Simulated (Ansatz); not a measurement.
# C2Cl3F3: taking an electron away

The task here is to estimate one member of a computed series from the others.

Method: unrestricted cation, the program's frozen cores in correlated methods; program: Ansatz 0.2.0, Gaussian basis.

The runs, in order: UKS PBE-D4/def2-TZVPP; UKS r2SCAN-D4/def2-TZVPP; UKS PBE0-D4/def2-TZVPP; UKS B3LYP-D4/def2-TZVPP; UKS wB97X-V/def2-TZVPP; UKS wB97M-V/def2-TZVPP; UKS B2PLYP/def2-TZVPP; UHF-CCSD(T)/def2-TZVPP; UHF-MP2/def2-QZVPP; extrapolation to the limit; then −ε(HOMO) from the neutral's earlier runs with LDA (SPW92), PBE-D4, revPBE-D4, BLYP-D4, r2SCAN-D4, B97M-V, PBE0-D4, B3LYP-D4, r2SCANh-D4, r2SCAN0-D4, HSE06-D4, BHLYP-D4, CAM-B3LYP-D4, LC-ωPBE, ωB97X-V, ωB97M-V.

## Structure used throughout

An earlier PBE0-D4 in a triple-zeta def2 set relaxation fixed the geometry.

SMILES `FC(F)(Cl)C(F)(Cl)Cl`, 8 atoms, charge 0, spin multiplicity 1.

Atoms are counted from 1 here; the program's logs count them from 0.

Bond lengths: F1–C2 1.328 Å, C2–F3 1.331 Å, C2–Cl4 1.757 Å, C2–C5 1.560 Å, C5–F6 1.337 Å, C5–Cl7 1.759 Å, C5–Cl8 1.753 Å. Angles: F1–C2–F3 108.4°, F1–C2–Cl4 109.9°, F1–C2–C5 109.8°, F3–C2–Cl4 109.0°, F3–C2–C5 108.6°, Cl4–C2–C5 111.1°, C2–C5–F6 108.0°, C2–C5–Cl7 108.8°, C2–C5–Cl8 110.6°, F6–C5–Cl7 109.0°, F6–C5–Cl8 109.6°, Cl7–C5–Cl8 110.7°.

Set-up of the first run:

Input file in.yaml:

```yaml
crystal:
  periodic: [false, false, false]
  atoms:
    - {symbol: F, position_ang: [-1.135279, -0.958843, 0.924977]}
    - {symbol: C, position_ang: [-0.355804, 0.092903, 0.701641]}
    - {symbol: F, position_ang: [0.539089, 0.170336, 1.684277]}
    - {symbol: Cl, position_ang: [-1.322217, 1.560276, 0.690262]}
    - {symbol: C, position_ang: [0.403171, -0.089864, -0.648431]}
    - {symbol: F, position_ang: [1.176619, 0.983863, -0.837169]}
    - {symbol: Cl, position_ang: [1.423903, -1.518407, -0.537529]}
    - {symbol: Cl, position_ang: [-0.729472, -0.240265, -1.978027]}
basis:
  gaussian: {orbitals: def2-TZVPP}
total_charge: 1
magnetization: {spin_polarized: true, initial_magnetization: 1}
hamiltonian: {xc: pbe, dispersion: d4}
```

Run with:

```sh
$ ansatz run in.yaml --threads 2 --pin off --events-out ev --progress --plain --max-ram 32768MiB --backend cuda --devices 0, --max-vram 18GiB
```

Steps of the session up to this table: Cation, UKS PBE-D4/def2-TZVPP; Cation, UKS r2SCAN-D4/def2-TZVPP; Cation, UKS PBE0-D4/def2-TZVPP; Cation, UKS B3LYP-D4/def2-TZVPP; Cation, UKS wB97X-V/def2-TZVPP; Cation, UKS wB97M-V/def2-TZVPP; Cation, UKS B2PLYP (frozen core)/def2-TZVPP; Cation, UHF-CCSD(T)/def2-TZVPP; Cation, UHF-MP2/def2-QZVPP.

One of the session's tables, all rows but one given; the rest of the session is left out.

For comparison, −ε(HOMO) of the neutral from earlier runs:

```
  functional  −ε(HOMO) (eV)
 LDA (SPW92)           7.99
      PBE-D4              ?
   revPBE-D4           7.76
     BLYP-D4           7.66
   r2SCAN-D4           8.21
      B97M-V           8.33
     PBE0-D4           9.32
    B3LYP-D4           9.03
  r2SCANh-D4           8.76
  r2SCAN0-D4           9.57
    HSE06-D4           8.91
    BHLYP-D4          10.66
CAM-B3LYP-D4          10.72
     LC-ωPBE          12.17
     ωB97X-V          11.76
     ωB97M-V          11.58
```

Q: Estimate the row for PBE-D4 from the others.

The run gave: −ε(HOMO) (eV): 7.82. In the column «−ε(HOMO) (eV)» it lies between revPBE-D4 (7.76) and LDA (SPW92) (7.99).
